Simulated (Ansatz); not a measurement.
# BFH4O2Si: a ladder of functionals and wavefunction methods

An exercise on one series of results from a longer session: the logs are not shown, and one member is left open.

Program: Ansatz 0.2.0, Gaussian basis. Level of theory: functionals in def2-TZVPP, the program's frozen cores in correlated methods. These are calculated values, not measurements.

Plan: LDA (SPW92), PBE-D4, revPBE-D4, BLYP-D4, r2SCAN-D4, B97M-V, PBE0-D4, B3LYP-D4, r2SCANh-D4, r2SCAN0-D4, HSE06-D4, BHLYP-D4, CAM-B3LYP-D4, LC-ωPBE, ωB97X-V, ωB97M-V, B2PLYP, PBE-QIDH; CCSD(T)/def2-SVP; CCSD(T)/def2-TZVPP; MP2/def2-QZVPP; extrapolation to the limit; RPA on PBE.

## The geometry

All runs share one geometry, relaxed beforehand with PBE0-D4 in a triple-zeta def2 set.

SMILES `B[Si](O)(O)F`, 9 atoms, charge 0, spin multiplicity 1.

Atoms are counted from 1 here; the program's logs count them from 0.

Bond lengths: B1–Si2 2.005 Å, B1–H6 1.193 Å, B1–H7 1.196 Å, Si2–O3 1.639 Å, Si2–O4 1.626 Å, Si2–F5 1.605 Å, O3–H8 0.958 Å, O4–H9 0.959 Å. Angles: Si2–B1–H6 122.5°, Si2–B1–H7 120.0°, H6–B1–H7 117.5°, B1–Si2–O3 115.3°, B1–Si2–O4 111.1°, B1–Si2–F5 105.8°, O3–Si2–O4 106.5°, O3–Si2–F5 107.6°, O4–Si2–F5 110.6°, Si2–O3–H8 118.1°, Si2–O4–H9 118.0°.

Set-up of the first run:

in.yaml reads:

```yaml
crystal:
  periodic: [false, false, false]
  atoms:
    - {symbol: B, position_ang: [-0.435216, 0.357492, -1.532794]}
    - {symbol: Si, position_ang: [0.120045, 0.111776, 0.377612]}
    - {symbol: O, position_ang: [0.892299, -1.295766, 0.706443]}
    - {symbol: O, position_ang: [-1.163533, 0.176745, 1.373675]}
    - {symbol: F, position_ang: [1.140920, 1.309218, 0.693136]}
    - {symbol: H, position_ang: [-1.501153, 0.798840, -1.838423]}
    - {symbol: H, position_ang: [0.319085, 0.073559, -2.416566]}
    - {symbol: H, position_ang: [1.774755, -1.419022, 0.353724]}
    - {symbol: H, position_ang: [-1.058703, -0.159042, 2.266092]}
basis:
  gaussian: {orbitals: def2-TZVPP}
hamiltonian: {xc: lda}
output: {orbitals: {seedname: orbitals}}
```

Started as:

```
$ ansatz run in.yaml --threads 2 --pin off --events-out ev --progress --plain --max-ram 4352MiB
```

Steps of the session up to this table: LDA; PBE-D4 (GGA); revPBE-D4 (GGA); BLYP-D4 (GGA); r2SCAN-D4 (meta-GGA); B97M-V (meta-GGA); B3LYP-D4 (hybrid); r2SCANh-D4 (hybrid); r2SCAN0-D4 (hybrid); HSE06-D4 (hybrid); BHLYP-D4 (hybrid); CAM-B3LYP-D4 (range-separated); LC-ωPBE (range-separated); ωB97X-V (range-separated); ωB97M-V (range-separated); B2PLYP (double hybrid); PBE-QIDH (double hybrid).

One of the session's tables, all rows but one given; the rest of the session is left out.

It belongs to the step «Orbital energies across the functionals». 

| functional | HOMO (eV) | LUMO (eV) | gap (eV) |
| --- | --- | --- | --- |
| LDA (SPW92) | -7.32 | -3.92 | 3.39 |
| PBE-D4 | -7.18 | -3.60 | 3.58 |
| revPBE-D4 | -7.12 | -3.47 | 3.66 |
| BLYP-D4 | -7.10 | -3.43 | 3.67 |
| r2SCAN-D4 | -7.48 | -3.24 | 4.24 |
| B97M-V | -7.56 | -3.38 | 4.18 |
| PBE0-D4 | ? | ? | ? |
| B3LYP-D4 | -8.39 | -2.79 | 5.60 |
| r2SCANh-D4 | -8.00 | -2.89 | 5.11 |
| r2SCAN0-D4 | -8.78 | -2.37 | 6.41 |
| HSE06-D4 | -8.18 | -2.96 | 5.22 |
| BHLYP-D4 | -9.93 | -1.49 | 8.44 |
| CAM-B3LYP-D4 | -10.03 | -1.44 | 8.59 |
| LC-ωPBE | -11.36 | -0.18 | 11.18 |
| ωB97X-V | -11.01 | -0.30 | 10.71 |
| ωB97M-V | -10.82 | -0.58 | 10.24 |

**Question.** Estimate the row for PBE0-D4.

The run gave: HOMO (eV): -8.59; LUMO (eV): -2.58; gap (eV): 6.01. In the column «HOMO (eV)» it lies between r2SCAN0-D4 (-8.78) and B3LYP-D4 (-8.39).
